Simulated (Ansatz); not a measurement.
Working through a ladder of methods at one geometry of CH7ClGeSi, SMILES [SiH3][CH](Cl)[GeH3]

With the Python package of Ansatz (0.2.0).

The cells in order, each with its output:

In [1]:
```python
from pathlib import Path

import ansatz as az
import numpy as np

GEOMETRY = """
Si   -0.18850    1.50430    0.13190
C    -0.22470   -0.08930   -0.78020
Cl    0.94620   -0.02960   -2.10380
Ge    0.31840   -1.49540    0.46150
H     1.09650    1.80440    0.66890
H    -0.59020    2.63770   -0.82280
H    -1.20340    1.50430    1.20730
H    -1.18740   -0.26650   -1.21220
H     1.65250   -1.21240    1.10260
H     0.25880   -2.86150   -0.26050
H    -0.81280   -1.55270    1.62810
"""
```

In [2]:
```python
geometry = az.Crystal.molecule()
for line in GEOMETRY.strip().splitlines():
    symbol, *xyz = line.split()
    geometry = geometry.atom(symbol, [float(v) for v in xyz])
```

In [3]:
```python
base = geometry.calculation().basis(gaussian="def2-SVP")
```

In [4]:
```python
print("functional    E (Ha)        dipole (D)   HOMO (eV)  LUMO (eV)")
for name in ["hse06", "lda", "b3lyp", "pbe0"]:
    data = base.functional(name).forces().orbitals().run(runs_dir="runs").report
    lines = Path(data["orbitals_path"]).read_text().splitlines()
    field_of = lambda key: [line.split("=")[1].strip() for line in lines if line.startswith(key)]
    orbitals = [(27.211386 * float(e), s, float(n)) for e, s, n in zip(field_of("Ene="), field_of("Spin="), field_of("Occup="))]
    homo = max(e for e, _, n in orbitals if n > 0.5)
    lumo = min(e for e, _, n in orbitals if n < 0.5)
    dipole = 4.803205 * np.linalg.norm(data["charge_distribution"]["dipole_moment_e_ang"])
    print(f"{name:10s} {data['free_energy_ev'] / 27.211386246:14.6f} {dipole:9.3f} {homo:11.3f} {lumo:10.3f}")
```
```text
functional    E (Ha)        dipole (D)   HOMO (eV)  LUMO (eV)
hse06        -2867.849421     0.942      -7.401     -0.211
lda          -2862.216550     0.829      -6.560     -0.914
b3lyp        -2868.536108     0.856      -7.510      0.021
pbe0         -2867.866258     0.948      -7.801      0.169
```

Total energies depend on the basis set; only differences at equal settings carry meaning. The geometry is a force-field or estimated start, not a minimum of this method, and the basis set is short of its limit. A lower total doesn't mark the better method: functionals have no common bound, and MP2 and coupled cluster aren't variational. b3lyp holds the VWN-RPA fit, as in Gaussian; the form of ORCA and Turbomole is b3lyp5. Levels such as HOMO and LUMO are orbital energies: with these approximate functionals they aren't the ionisation energy and electron affinity, and their gap isn't the fundamental gap. hse06 follows the composition of plane-wave codes, whose totals differ by tens of mHa, up to about 0.1 Ha, from the form usual in Gaussian-basis programs (wpbeh). Run time: 14 s on 1 thread of INTEL(R) XEON(R) PLATINUM 8581C CPU @ 2.30GHz (Emerald Rapids) (shared host), peak memory 0.37 GiB.
